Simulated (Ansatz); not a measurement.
## CH₆FGeNO, SMILES [CH3][Ge]([NH2])([OH])[F]: a ladder of methods at one geometry, step by step

Program: the Ansatz DFT code, driven from Python.

The cells in order, each with its output:

**Cell 1**
```python
from pathlib import Path

import ansatz as az
import numpy as np
```

**Cell 2**
```python
geometry_ang = [
    ("C", [-1.1291, 0.4435, 0.5706]),
    ("Ge", [0.2797, -0.1188, -0.5743]),
    ("N", [1.8576, 0.0218, 0.3479]),
    ("O", [0.0837, -1.8097, -1.046]),
    ("F", [0.3606, 0.8772, -2.0323]),
    ("H", [-1.0058, 1.5606, 0.8493]),
    ("H", [-1.198, -0.1418, 1.4729]),
    ("H", [-2.0951, 0.4257, -0.0046]),
    ("H", [1.9852, 1.0343, 0.7012]),
    ("H", [1.7817, -0.5433, 1.2567]),
    ("H", [-0.8553, -1.8064, -1.5209]),
]
mol = az.Crystal.molecule()
for symbol, xyz in geometry_ang:
    mol = mol.atom(symbol, xyz)
```

**Cell 3**
```python
model = mol.calculation().basis(gaussian="def2-SVP")
```

**Cell 4**
```python
print("functional    E (Ha)        dipole (D)   HOMO (eV)  LUMO (eV)")
for name in ["hse06", "r2scan0", "b3lyp", "pbe", "r2scan", "cam_b3lyp"]:
    data = model.functional(name).forces().orbitals().run(threads=1, runs_dir="runs").report
    lines = Path(data["orbitals_path"]).read_text().splitlines()
    field_of = lambda key: [line.split("=")[1].strip() for line in lines if line.startswith(key)]
    orbitals = [(27.211386 * float(e), s, float(n)) for e, s, n in zip(field_of("Ene="), field_of("Spin="), field_of("Occup="))]
    homo = max(e for e, _, n in orbitals if n > 0.5)
    lumo = min(e for e, _, n in orbitals if n < 0.5)
    dipole = 4.803205 * np.linalg.norm(data["charge_distribution"]["dipole_moment_e_ang"])
    print(f"{name:10s} {data['free_energy_ev'] / 27.211386246:14.6f} {dipole:9.3f} {homo:11.3f} {lumo:10.3f}")
```
Output:
```text
functional    E (Ha)        dipole (D)   HOMO (eV)  LUMO (eV)
hse06        -2347.576213     3.846      -6.979     -0.136
r2scan0      -2347.939282     3.953      -7.645      0.583
b3lyp        -2348.179301     3.774      -7.078     -0.116
pbe          -2347.523612     3.619      -5.794     -0.704
r2scan       -2347.996761     3.790      -6.190     -0.210
cam_b3lyp    -2348.157870     3.865      -8.782      1.165
```

Caveats:
- These settings explore the input space; basis and method may be short of convergence.
- The geometry is a force-field or estimated start, not a minimum of this method, and the basis set is short of its limit. A lower total doesn't mark the better method: functionals have no common bound, and MP2 and coupled cluster aren't variational.
- b3lyp holds the VWN-RPA fit, as in Gaussian; the form of ORCA and Turbomole is b3lyp5.
- Levels such as HOMO and LUMO are orbital energies: with these approximate functionals they aren't the ionisation energy and electron affinity, and their gap isn't the fundamental gap.
- hse06 follows the composition of plane-wave codes, whose totals differ by tens of mHa, up to about 0.1 Ha, from the form usual in Gaussian-basis programs (wpbeh).
- The whole script took 46 s on 1 thread of Arm Neoverse V1, with other jobs on the host, peak memory 0.4 GiB.
